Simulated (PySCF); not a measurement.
# C2H6Br2Ge (GeBr2Me2): the cost of one run

The runs use PySCF 2.14.0, with density-fitted response routines of our own; the level of theory stands in each step. All values are computed, except where a source is named. Atoms count from 0, in the outputs and in this text.

## 1. Starting geometry

11 atoms, charge 0, multiplicity 1; geometry from: GFN2-xTB. The atoms were then displaced at random by about 0.03 Å, so the start is not that level's minimum.

Bonds of the start (Å): Ge0–Br1 2.31, Ge0–Br2 2.23, Ge0–C3 2.06, Ge0–C7 1.93, C3–H4 1.18, C3–H5 1.08, C3–H6 1.05, C7–H8 1.02, C7–H9 1.16, C7–H10 1.08.

## 2. Relaxing the molecule at PBE0-D3(BJ)/def2-SVP

The job: settings as JSON, then the geometry in Å.

```
{"job": {"xc": "PBE0", "basis": "def2-SVP", "d3": "d3bj", "grid": 1, "maxiter": 40, "shake": 0.03, "kind": "geom"}, "charge": 0, "multiplicity": 1}
Ge     0.551540    -0.073590     0.355300
Br     0.526950    -0.001460     2.665260
Br     2.634900    -0.002720    -0.436680
C     -0.252580     1.719940    -0.264000
H     -1.400000     1.723020     0.029820
H     -0.317430     1.804490    -1.343210
H      0.201460     2.555310     0.183080
C     -0.300030    -1.700230    -0.249170
H     -0.419760    -1.733410    -1.259720
H     -1.352100    -1.808840     0.217660
H      0.225120    -2.568010     0.132570
```

Run with:

```console
OMP_NUM_THREADS=1 python probes_run.py task.json out
```

One launch serves the whole session: the jobs run in the order shown.

Q: Estimate the wall time and peak memory of this first job on 1 thread of Intel Xeon at 2.50GHz, shared host.

About 3.1 min, with a peak of 0.72 GiB.
